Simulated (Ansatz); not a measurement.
# La2Fe2S2O3: the cost of one run

Computed with Ansatz 0.2.0 (DFT PBE+U (U_eff = 4 eV on Fe 3d), scalar-relativistic, plane waves, PAW, unless a step's input says otherwise).

## (1) The starting structure

It takes space group I4/mmm (No. 139, tetragonal). The conventional cell has a = 4.048 Å, b = 4.048 Å, c = 18.184 Å, α = 90.00°, β = 90.00°, γ = 90.00°. La (site symmetry 4mm) has 4 O at 2.37 Å as nearest neighbours. Fe (site symmetry mmm) has 2 O at 2.02 Å and 4 S at 2.66 Å as nearest neighbours. Around S (site symmetry 4mm) lie 4 Fe at 2.66 Å. O (site symmetry -4m2) has 4 La at 2.37 Å as nearest neighbours. Around O (site symmetry 4/mmm) lie 4 Fe at 2.02 Å.

Coordinates:

```cif
data_structure
_symmetry_space_group_name_H-M 'P 1'
_symmetry_Int_Tables_number 1
_cell_length_a 9.5321
_cell_length_b 9.5321
_cell_length_c 9.5321
_cell_angle_alpha 155.483
_cell_angle_beta 155.483
_cell_angle_gamma 34.948
_cell_volume 148.97
loop_
_atom_site_label
_atom_site_type_symbol
_atom_site_fract_x
_atom_site_fract_y
_atom_site_fract_z
_atom_site_occupancy
La1 La 0.18180 0.18180 0.00000 1
La2 La 0.81820 0.81820 0.00000 1
Fe1 Fe 0.50000 0.00000 0.50000 1
Fe2 Fe 0.00000 0.50000 0.50000 1
S1 S 0.40492 0.40492 0.00000 1
S2 S 0.59508 0.59508 0.00000 1
O1 O 0.75000 0.25000 0.50000 1
O2 O 0.25000 0.75000 0.50000 1
O3 O 0.00000 0.00000 0.00000 1
```

Starting moments: Fe 4.00 μB.

## (2) First run, at the start cell

input.yaml

```yaml
crystal:
  lattice:
    - [-2.023877, 2.023877, 9.092222]
    - [2.023877, -2.023877, 9.092222]
    - [2.023877, 2.023877, -9.092222]
  atoms:
    - { symbol: La, position: [0.181801, 0.181801, 0.0] }
    - { symbol: La, position: [0.818199, 0.818199, 0.0] }
    - { symbol: Fe, position: [0.5, 0.0, 0.5], spin: 4.0 }
    - { symbol: Fe, position: [0.0, 0.5, 0.5], spin: 4.0 }
    - { symbol: S, position: [0.404915, 0.404915, 0.0] }
    - { symbol: S, position: [0.595085, 0.595085, 0.0] }
    - { symbol: O, position: [0.75, 0.25, 0.5] }
    - { symbol: O, position: [0.25, 0.75, 0.5] }
    - { symbol: O, position: [0.0, 0.0, 0.0] }
basis:
  ecutwfc: 420
  ecutrho_ratio: 4
kpoints:
  mp_grid: { grid: [5, 5, 5] }
hamiltonian:
  xc: pbe
  hubbard: { sites: [{ species: Fe, l: d, u_eff: 4.0 }] }
scf:
  occupations: { method: gaussian, width: 0.05 }
output:
  forces: true
  stress: true
  eigenvalues: true
  populations: true
  hubbard: { sites: [{ species: La, l: f }, { species: Fe, l: d }] }
magnetization:
  spin_polarized: true
```

The run is started by

```
> ansatz run input.yaml --threads 8 --pin off --max-ram 22528MiB --backend cpu --events-out ev --progress --plain --runs-dir out
```

**Question.** How long does this run take on 8 threads of Arm Neoverse V1, shared host, and how much memory does it need?

About 30 s, with a peak of 1.5 GiB.
